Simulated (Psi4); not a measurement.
# BSiH4O2F (SMILES OB(F)O[SiH3]) at B3LYP/6-31G(d) (spherical functions)

Aim: the energy change on altering one bond length of BSiH4O2F at B3LYP/6-31G* (spherical functions), from 2 runs. 

The calculation is run with Psi4 1.11.

2 further runs of the same task are left out: 2 set aside as unsound or not needed.

## (1) The system as given

BSiH4O2F: 9 atoms, total charge 0, spin state singlet. SMILES: `OB(F)O[SiH3]`. The shape is that of a PBE0-D4/def2-TZVP optimisation. This is one conformer, not always the lowest.

Bond lengths: O1–B2 1.359 Å, B2–F3 1.334 Å, B2–O4 1.348 Å, O4–Si5 1.655 Å, O1–H6 0.960 Å, Si5–H7 1.480 Å, Si5–H8 1.484 Å, Si5–H9 1.484 Å. Some angles: O1–B2–F3 120.0°, O1–B2–O4 121.1°, F3–B2–O4 118.9°, B2–O4–Si5 131.9°, B2–O1–H6 113.4°, O4–Si5–H7 106.4°, O4–Si5–H8 110.2°, O4–Si5–H9 110.2°, H7–Si5–H8 110.1°, H7–Si5–H9 110.1°.

## (2) Energy and gradient at B3LYP/6-31G(d) (spherical functions)

bfh4o2si.inp reads:

```
memory 2200 MB

molecule system {
  0 1
  O
  B 1 r2
  F 2 r3 1 a3
  O 2 r4 3 a4 1 d4
  Si 4 r5 2 a5 3 d5
  H 1 r6 2 a6 3 d6
  H 5 r7 4 a7 2 d7
  H 5 r8 7 a8 4 d8
  H 5 r9 7 a9 8 d9

  r2 = 1.359197
  r3 = 1.334449
  a3 = 120.04275
  r4 = 1.34756
  a4 = 118.87028
  d4 = 179.99096
  r5 = 1.654927
  a5 = 131.9216
  d5 = 179.99385
  r6 = 0.95988
  a6 = 113.38885
  d6 = -0.01857
  r7 = 1.480479
  a7 = 106.41385
  d7 = -179.93199
  r8 = 1.483561
  a8 = 110.07506
  d8 = 119.35462
  r9 = 1.483596
  a9 = 110.07877
  d9 = 121.28219
  symmetry c1
  no_reorient
  no_com
}

set globals {
  basis 6-31G*
  reference rks
  puream true
  e_convergence 1e-09
  d_convergence 1e-08
  scf_type pk
  dft_radial_points 99
  dft_spherical_points 590
}

e, wfn = gradient('b3lyp', return_wfn=True)
oeprop(wfn, 'QUADRUPOLE', 'MAYER_INDICES', 'WIBERG_LOWDIN_INDICES')
print_variables()
```

Started as:

```sh
$ psi4 -i bfh4o2si.inp -o bfh4o2si.out -n 1
```

bfh4o2si.out:

```text
[...]
  Running in c1 symmetry.
[...]
  Nuclear repulsion =  222.106215647762497
[...]
  Multiplicity = 1
[...]
  Nalpha       = 24
  Nbeta        = 24
[...]
    Number of basis functions: 82
[...]
   @RKS iter   1:  -566.95098497832953   -4.08545e-01   1.05851e-02 ADIIS/DIIS
[...]
   @RKS iter  11:  -567.22981815412106   -7.50333e-12   5.04586e-09 DIIS
[...]
  @RKS Final Energy:  -567.22981815412106
   => Energetics <=
    Nuclear Repulsion Energy =            222.1062156477624967
    One-Electron Energy =               -1225.7890479421296277
    Two-Electron Energy =                 480.3359081872712295
    DFT Exchange-Correlation Energy =     -43.8828940470250117
    Empirical Dispersion Energy =           0.0000000000000000
    VV10 Nonlocal Energy =                  0.0000000000000000
    Total Energy =                       -567.2298181541209487
[...]
  -Total Gradient:
     Atom            X                  Y                   Z
    ------   -----------------  -----------------  -----------------
       1       -0.000007111589    -0.008085837583     0.003157095190
       2        0.000017778158     0.002019394332     0.000384171031
       3       -0.000006704554     0.004949749382    -0.002669251616
       4       -0.000008313070     0.004053743639    -0.006301996728
       5       -0.000003887752    -0.006348043270     0.002858711434
       6        0.000001263160     0.007152669673     0.002029177190
       7       -0.000002096595    -0.001062271511    -0.000084949629
       8        0.000485562262    -0.001365491756     0.000318975943
       9       -0.000476543783    -0.001362298323     0.000309429409
[...]
 Multipole Moments:
 ------------------------------------------------------------------------------------
     Multipole            Electronic (a.u.)      Nuclear  (a.u.)        Total (a.u.)
 ------------------------------------------------------------------------------------
 L = 1.  Multiply by 2.5417464519 to convert [e a0] to [Debye]
 Dipole X            :          0.0002395            0.0000856            0.0003251
 Dipole Y            :         -7.7806760            7.6924660           -0.0882100
 Dipole Z            :          1.6105291           -2.1382136           -0.5276845
 Magnitude           :                                                    0.5350066
 L = 2.  Multiply by 1.3450342976 to convert [e a0^2] to [Debye ang]
 Quadrupole XX       :        -36.5490317           10.5340508          -26.0149809
 Quadrupole XY       :          0.0152264           -0.0159690           -0.0007427
[...]
```

It took 20 s on 1 thread of AMD EPYC 7R43 (Zen 3), shared host; peak memory 1.3 GiB.

## (3) The distorted shape, same level

bfh4o2si.dat reads:

```
memory 2.2 GB

molecule {
  O
  B 1 R2
  F 2 R3 1 A3
  O 2 R4 3 A4 1 D4
  Si 4 R5 2 A5 3 D5
  H 1 R6 2 A6 3 D6
  H 5 R7 4 A7 2 D7
  H 5 R8 7 A8 4 D8
  H 5 R9 7 A9 4 D9

  R2 = 1.359197
  R3 = 1.334449
  A3 = 120.04275
  R4 = 1.34756
  A4 = 118.87028
  D4 = 179.99096
  R5 = 1.654927
  A5 = 131.9216
  D5 = 179.99385
  R6 = 0.95988
  A6 = 113.38885
  D6 = -0.01857
  R7 = 1.480479
  A7 = 106.41385
  D7 = -179.93199
  R8 = 2.2253
  A8 = 110.07505
  D8 = 119.35462
  R9 = 1.483596
  A9 = 110.07877
  D9 = -119.36319
  symmetry c1
  no_reorient
  no_com
}

set {
  puream true
  e_convergence 1e-09
  d_convergence 1e-08
  scf_type pk
  dft_radial_points 99
  dft_spherical_points 590
}

gradient("b3lyp/6-31G*")
print_variables()
```

Started as:

```sh
$ psi4 -i bfh4o2si.dat -o bfh4o2si.out -n 1
```

bfh4o2si.out, shortened:

```text
[...]
  Running in c1 symmetry.
[...]
  Nuclear repulsion =  219.717750421445430
[...]
  Multiplicity = 1
[...]
  Nalpha       = 24
  Nbeta        = 24
[...]
    Number of basis functions: 82
[...]
   @RKS iter   1:  -566.87153512488658   -4.59911e-01   1.06432e-02 ADIIS/DIIS
[...]
   @RKS iter  12:  -567.15792486069245   -2.16005e-12   4.17287e-09 DIIS
[...]
  @RKS Final Energy:  -567.15792486069245
   => Energetics <=
    Nuclear Repulsion Energy =            219.7177504214454302
    One-Electron Energy =               -1220.4226508425981592
    Two-Electron Energy =                 477.3265474874560255
    DFT Exchange-Correlation Energy =     -43.7795719269957146
    Empirical Dispersion Energy =           0.0000000000000000
    VV10 Nonlocal Energy =                  0.0000000000000000
    Total Energy =                       -567.1579248606924466
[...]
 Multipole Moments:
 ------------------------------------------------------------------------------------
     Multipole            Electronic (a.u.)      Nuclear  (a.u.)        Total (a.u.)
 ------------------------------------------------------------------------------------
 L = 1.  Multiply by 2.5417464519 to convert [e a0] to [Debye]
 Dipole X            :          0.9875578           -0.5571903            0.4303676
 Dipole Y            :         -8.0845897            7.8255820           -0.2590077
 Dipole Z            :          2.2450372           -2.5051359           -0.2600987
 Magnitude           :                                                    0.5656435
[...]
  -Total Gradient:
     Atom            X                  Y                   Z
    ------   -----------------  -----------------  -----------------
       1       -0.000668276768    -0.008699767484     0.000313560543
       2        0.000987745619     0.008732206818     0.006249275507
       3       -0.000323595997     0.003100385232    -0.002995291225
       4        0.001670411158    -0.005945008920    -0.005945389148
       5        0.043038054810    -0.013309465578     0.029788000505
       6        0.000178111355     0.007195363610     0.002100368299
       7        0.003386449558    -0.001007700202     0.001232943245
       8       -0.050669639153     0.011072240069    -0.033448828223
       9        0.002378836392    -0.001152263578     0.002700519099
[...]
```

Run time: 20 s. Hardware: 1 thread of AMD EPYC 7R43 (Zen 3), shared host; peak memory 1.2 GiB.

## (4) Summary of results

At B3LYP/6-31G* (spherical functions):

```
                                                          quantity          value
                                         first shape: total energy  -567.22982 Eh
                                        first shape: dipole moment         1.36 D
                                          first shape: HOMO energy       -8.73 eV
                                          first shape: LUMO energy        0.36 eV
                                        first shape: HOMO–LUMO gap        9.09 eV
                             first shape: largest force on an atom     0.446 eV/Å
                                     distorted shape: total energy  -567.15792 Eh
                                    distorted shape: dipole moment         1.44 D
                                      distorted shape: HOMO energy       -7.48 eV
                                      distorted shape: LUMO energy       -1.13 eV
                                    distorted shape: HOMO–LUMO gap        6.35 eV
                         distorted shape: largest force on an atom     3.174 eV/Å
energy change with the Si5–H8 bond stretched from 1.484 to 2.225 Å       1.956 eV
```

In words: With the Si5–H8 bond stretched from 1.484 to 2.225 Å the energy rises by 1.96 eV (45 kcal/mol). The first shape isn't relaxed at this level, so the change isn't measured from a minimum. The largest force (first shape) is 0.45 eV/Å: the shape isn't a stationary point for this species at this level.
